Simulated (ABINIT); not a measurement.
Wanted: an ASE script for an ABINIT 10.8.3 (patched build) run.

```
Task                                            : single point
Functional                                      : PBE
Potentials or basis                             : JTH PAW PBE v2.0
Cutoff                                          : 626 eV
k mesh                                          : 11 × 11 × 4
Occupations                                     : fermi-dirac, width 0.05 eV
Spin                                            : no spin polarisation
Fine-grid cutoff                                : 1224.51 eV
Exchange and correlation inside the PAW spheres : full angular mesh (pawxcdev 0, this build's default; the released program takes 1)
```

The structure of B2O lies in B2O.xyz:

```xyz
6
Lattice="2.8790000000 0.0000000000 0.0000000000 -1.4395000000 2.4932871375 0.0000000000 0.0000000000 0.0000000000 7.0520000000" Properties=species:S:1:pos:R:3 pbc="T T T"
O     -0.0000000001      1.6621914251      4.8940880000
O      1.4395000001      0.8310957124      2.1579120000
B     -0.0000000001      1.6621914251      6.8898040000
B      1.4395000001      0.8310957124      0.1621960000
B      0.0000000000      0.0000000000      4.3722400000
B      0.0000000000      0.0000000000      2.6797600000
```

The input as run:

run.py

```python
import json, os
import numpy as np
from ase.units import GPa
from ase.calculators.abinit import Abinit, AbinitProfile
from ase.io import read

atoms = read('B2O.xyz')

profile = AbinitProfile(command='abinit', pp_paths=[os.path.abspath('pseudos')])
params = dict(
    pps='pawxml', xc='PBE',
    ecut=625.8619,
    pawecutdg=1224.5124,
    pawovlp=30,
    kptopt=1,
    ngkpt=[11, 11, 4],
    nshiftk=1,
    shiftk=[0.0, 0.0, 0.0],
    ixc=11,
    nband=16,
    occopt=3,
    tsmear=0.05,
    nstep=100,
    tolvrs=1e-09,
    prtwf=0,
    prtden=0,
)

atoms.calc = Abinit(profile=profile, directory='run', **params)
energy = atoms.get_potential_energy()
forces = atoms.get_forces()
stress = atoms.get_stress()
print(f'energy {energy:.6f} eV')
print('forces (eV/A)')
print(np.round(forces, 5))
print('stress (GPa, Voigt, tension positive)', np.round(stress / GPa, 4))
json.dump(dict(energy=energy, forces=forces.tolist(), stress=stress.tolist(), cell=atoms.cell.tolist(), frac=atoms.get_scaled_positions(wrap=False).tolist()), open('results.json', 'w'))
```

Potentials or basis: JTH PAW PBE v2.0.

The run is started by

```sh
$ python run.py
```

It gave:

```yaml
Pressure: -19.4 GPa
Largest_force: 0.137 eV/Å
Band_gap_on_the_k_mesh: none (metal or under the smearing width)
```

Caveat: so large a pressure means that the cell lies far from this level's equilibrium, or that cutoff or potentials fall short; the atomic spheres overlap.

Run time: 70 s on 1 thread of Intel(R) Xeon(R) Processor @ 2.70GHz (shared host), peak memory 0.15 GiB.
